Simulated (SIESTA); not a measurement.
## ScSi2: equation of state with PBE

ScSi2:

```
Sc Si
1.0
     3.66000    0.00000    0.00000
    -1.83000    3.16965    0.00000
     0.00000    0.00000    3.87000
Sc Si
1 2
Direct
  0.00000 0.00000 0.00000
  0.66667 0.33333 0.50000
  0.33333 0.66667 0.50000
```

```
Program             : SIESTA 5.4.2
Task                : equation of state
Functional          : PBE
Potentials or basis : PseudoDojo 0.4 standard (PBE files)
Basis               : DZP (energy shift 0.002 Ry; radii capped at 9.5 bohr)
Grid cutoff         : 800 Ry
Energy shift        : 0.002 Ry
k mesh              : 8 × 8 × 7
Occupations         : fermi-dirac, width 0.05 eV
Spin                : no spin polarisation
```

- Equilibrium volume: outside the volumes run

Energy against volume, from the lowest point:
```csv
volume (Å³/atom),energy (meV/atom)
14.067,299.34
14.367,229.81
14.666,168.99
14.965,116.36
15.265,71.05
15.564,32.40
15.863,0.00
```

All runs of the series together: 20 min on 1 thread of Arm Neoverse V1, with other jobs on the host.

Caveat: semicore shells carry a single zeta, which can move pressures by several GPa and volumes by a few percent; the basis of atomic orbitals isn't converged, which shifts pressures, moduli and gaps.
